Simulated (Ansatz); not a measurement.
# Si: the cost of one run

Computed with Ansatz 0.2.0 (DFT LDA, scalar-relativistic, plane waves, PAW, unless a step's input says otherwise).

2 further runs of the same task are left out: 1 that didn't finish, 1 set aside as unsound or not needed.

## Step 1: Starting point

Symmetry: Fd-3m, No. 227, cubic system. The conventional cell has a = 5.402 Å, b = 5.402 Å, c = 5.402 Å, α = 90.00°, β = 90.00°, γ = 90.00°. Si (site symmetry -43m) is surrounded by 4 Si at 2.34 Å.

Coordinates:

```cif
data_structure
_symmetry_space_group_name_H-M 'P 1'
_symmetry_Int_Tables_number 1
_cell_length_a 3.8198
_cell_length_b 3.8198
_cell_length_c 3.8198
_cell_angle_alpha 60.000
_cell_angle_beta 60.000
_cell_angle_gamma 60.000
_cell_volume 39.41
loop_
_atom_site_label
_atom_site_type_symbol
_atom_site_fract_x
_atom_site_fract_y
_atom_site_fract_z
_atom_site_occupancy
Si1 Si 0.50000 0.50000 0.50000 1
Si2 Si 0.75000 0.75000 0.75000 1
```

This cell was relaxed beforehand with the same method: volume 19.70 Å³/atom, gap on the mesh 0.44 eV.

## Step 2: Phonons at Γ, at rest

input.yaml

```yaml
crystal:
  lattice:
    - [0.0, 2.7009735899, 2.7009735899]
    - [2.7009735899, 0.0, 2.7009735899]
    - [2.7009735899, 2.7009735899, 0.0]
  atoms:
    - { symbol: Si, position: [0.5, 0.5, 0.5] }
    - { symbol: Si, position: [0.75, 0.75, 0.75] }
basis:
  ecutwfc: 420
kpoints:
  mp_grid: { grid: [12, 12, 12] }
hamiltonian:
  xc: lda
scf:
  occupations: { method: fixed }
output:
  eigenvalues: true
phonons:
  method: dfpt
  dielectric: true
  rigid_motions: translations
  eigenvectors: true
```

Started as:

```bash
$ ansatz run input.yaml --threads 1 --pin off --max-ram 3072MiB --backend cpu --events-out ev --progress --plain --runs-dir out
```

What time and memory should one allow on 1 thread of Intel Xeon Platinum 8375C at 2.90GHz (Ice Lake), shared host?

About 43 s, with a peak of 0.65 GiB.
